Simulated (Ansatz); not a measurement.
SiNi2:

```
Ni Si
1.0
     4.99000    0.00000    0.00000
     0.00000    3.72000    0.00000
     0.00000    0.00000    7.03000
Ni Si
8 4
Direct
  0.32500 0.75000 0.93700
  0.67500 0.25000 0.06300
  0.17500 0.25000 0.43700
  0.82500 0.75000 0.56300
  0.45800 0.75000 0.29700
  0.54200 0.25000 0.70300
  0.04200 0.25000 0.79700
  0.95800 0.75000 0.20300
  0.78600 0.75000 0.88600
  0.21400 0.25000 0.11400
  0.71400 0.25000 0.38600
  0.28600 0.75000 0.61400
```

```yaml
Program: Ansatz 0.2.0
Task: relaxation of cell and atoms
Functional: BLYP
Dispersion: D3(BJ)
Potentials_or_basis: Ansatz PAW
Cutoff: "420 eV (not typed: the program's choice for these potentials)"
k_mesh: 6 × 7 × 4
Occupations: fermi-dirac, width 0.05 eV
Spin: collinear spin, ferromagnetic start
Starting_moments: "[1.0, 1.0, 1.0, 1.0, 1.0, 1.0, 1.0, 1.0, 0.0, 0.0, 0.0, 0.0] μB"
```

At the start: volume 10.87 Å³/atom.

Question: Where does the relaxation end?

Answer: It ends after 9 steps and the volume is 10.69 Å³/atom (-1.7 %); space group Pnma (No. 62, to 0.05 Å); moment 0.00 μB per cell.

Step by step:
```csv
step,energy change (eV),largest force (eV/Å),volume (Å³)
1,0.0000,0.3709,130.50
2,-0.0480,0.2427,129.08
3,-0.0737,0.0523,127.52
4,-0.0794,0.0306,127.96
5,-0.0807,0.0248,128.39
6,-0.0813,0.0092,128.35
7,-0.0805,0.0093,128.35
8,-0.0806,0.0007,128.33
9,-0.0806,0.0007,128.33
```

Final structure:
```yaml
crystal:
  lattice:
    - [5.05050, 0.00000, 0.00000]
    - [0.00000, 3.66031, 0.00000]
    - [0.00000, 0.00000, 6.94182]
  atoms:
    - { symbol: Ni, position: [0.33503, 0.75000, 0.93918] }
    - { symbol: Ni, position: [0.66497, 0.25000, 0.06082] }
    - { symbol: Ni, position: [0.16497, 0.25000, 0.43918] }
    - { symbol: Ni, position: [0.83503, 0.75000, 0.56082] }
    - { symbol: Ni, position: [0.46036, 0.75000, 0.30167] }
    - { symbol: Ni, position: [0.53964, 0.25000, 0.69833] }
    - { symbol: Ni, position: [0.03964, 0.25000, 0.80167] }
    - { symbol: Ni, position: [0.96036, 0.75000, 0.19833] }
    - { symbol: Si, position: [0.78014, 0.75000, 0.88395] }
    - { symbol: Si, position: [0.21986, 0.25000, 0.11605] }
    - { symbol: Si, position: [0.71986, 0.25000, 0.38395] }
    - { symbol: Si, position: [0.28014, 0.75000, 0.61605] }
```

Caveat: the plane-wave basis is chosen anew once the cell has moved, so the energies of steps on either side of that aren't comparable; pairwise dispersion overbinds metals, which lowers pressure and volume; the PAW data sets come from PBE, with cores solved anew for the run's functional, which leaves a small shift of forces and pressure; the starting moments weren't kept.
